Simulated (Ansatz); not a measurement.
# CH₄ISi radical: one species, many methods

The task here is to estimate one member of a computed series from the others.

Method: functionals in def2-TZVPP, the program's frozen cores in correlated methods; program: Ansatz 0.2.0, Gaussian basis.

Levels to be run: LDA (SPW92), PBE-D4, revPBE-D4, BLYP-D4, r2SCAN-D4, B97M-V, PBE0-D4, B3LYP-D4, r2SCANh-D4, r2SCAN0-D4, HSE06-D4, BHLYP-D4, CAM-B3LYP-D4, LC-ωPBE, ωB97X-V, ωB97M-V, B2PLYP, PBE-QIDH; CCSD(T)/def2-SVP; CCSD(T)/def2-TZVPP; MP2/def2-QZVPP; extrapolation to the limit; RPA on PBE.

### The geometry

The geometry comes from an earlier relaxation with PBE0-D4 in a triple-zeta def2 set; it is a stationary point, not always the lowest conformer. I takes the def2 core potential; no spin-orbit term is included.

SMILES `C[SiH]I`, 7 atoms, charge 0, spin multiplicity 2.

Atoms are counted from 1 here; the program's logs count them from 0.

Bond lengths: C1–Si2 1.871 Å, C1–H4 1.093 Å, C1–H5 1.093 Å, C1–H6 1.091 Å, Si2–I3 2.445 Å, Si2–H7 1.492 Å. Angles: Si2–C1–H4 109.6°, Si2–C1–H5 110.2°, Si2–C1–H6 110.9°, H4–C1–H5 108.6°, H4–C1–H6 108.8°, H5–C1–H6 108.7°, C1–Si2–I3 110.5°, C1–Si2–H7 111.3°, I3–Si2–H7 107.3°.

As a file:

```xyz
7
charge 0, multiplicity 2
C    -0.6782    0.4492   -0.3311
Si    1.0373   -0.2739   -0.1457
I     0.9137   -2.5607    0.7116
H    -0.6061    1.4698   -0.7161
H    -1.1832    0.4761    0.6384
H    -1.2791   -0.1446   -1.0211
H     1.8567    0.5162    0.8183
```

Set-up of the first run:

The input, in.yaml:

```yaml
crystal:
  periodic: [false, false, false]
  atoms:
    - {symbol: C, position_ang: [-0.678176, 0.449178, -0.331051]}
    - {symbol: Si, position_ang: [1.037337, -0.273943, -0.145735]}
    - {symbol: I, position_ang: [0.913737, -2.560710, 0.711598]}
    - {symbol: H, position_ang: [-0.606075, 1.469783, -0.716090]}
    - {symbol: H, position_ang: [-1.183166, 0.476137, 0.638377]}
    - {symbol: H, position_ang: [-1.279128, -0.144636, -1.021074]}
    - {symbol: H, position_ang: [1.856670, 0.516191, 0.818277]}
basis:
  gaussian: {orbitals: def2-TZVPP}
magnetization: {spin_polarized: true, initial_magnetization: 1}
hamiltonian: {xc: lda}
output: {orbitals: {seedname: orbitals}}
```

Run with:

```console
ansatz run in.yaml --threads 4 --pin off --events-out ev --progress --plain --max-ram 10444MiB
```

Steps of the session up to this table: LDA; PBE-D4 (GGA); revPBE-D4 (GGA); BLYP-D4 (GGA); r2SCAN-D4 (meta-GGA); B97M-V (meta-GGA); PBE0-D4 (hybrid); B3LYP-D4 (hybrid); r2SCANh-D4 (hybrid); r2SCAN0-D4 (hybrid); HSE06-D4 (hybrid); BHLYP-D4 (hybrid); CAM-B3LYP-D4 (range-separated); LC-ωPBE (range-separated); ωB97X-V (range-separated); ωB97M-V (range-separated); B2PLYP (double hybrid); PBE-QIDH (double hybrid).

One of the session's tables, all rows but one given; the rest of the session is left out.

It belongs to the step «Orbital energies across the functionals». 

| functional | HOMO (eV) | LUMO (eV) | gap (eV) |
| --- | --- | --- | --- |
| LDA (SPW92) | -4.94 | -3.87 | 1.07 |
| PBE-D4 | -4.96 | -3.46 | 1.50 |
| revPBE-D4 | -4.95 | -3.33 | 1.62 |
| BLYP-D4 | -4.75 | -3.48 | 1.27 |
| r2SCAN-D4 | ? | ? | ? |
| B97M-V | -5.02 | -3.53 | 1.49 |
| PBE0-D4 | -6.07 | -2.60 | 3.47 |
| B3LYP-D4 | -5.79 | -2.98 | 2.81 |
| r2SCANh-D4 | -5.71 | -2.73 | 2.98 |
| r2SCAN0-D4 | -6.31 | -2.31 | 4.00 |
| HSE06-D4 | -5.68 | -2.98 | 2.69 |
| BHLYP-D4 | -6.98 | -1.84 | 5.14 |
| CAM-B3LYP-D4 | -7.24 | -1.74 | 5.50 |
| LC-ωPBE | -8.63 | -0.36 | 8.27 |
| ωB97X-V | -8.15 | -0.90 | 7.25 |
| ωB97M-V | -7.82 | -1.05 | 6.77 |

**Question.** Estimate the row for r2SCAN-D4.

Worked estimate for «HOMO (eV)». Against the share of exact exchange, r2SCANh-D4 (0.1, -5.71), r2SCAN0-D4 (0.25, -6.31) give a slope of -4.00 per unit share; at 0 the line stands at -5.31.

**Answer.** HOMO (eV): -5.31; LUMO (eV): -3.01; gap (eV): 2.30. In «HOMO (eV)» the line misses by 0.00.
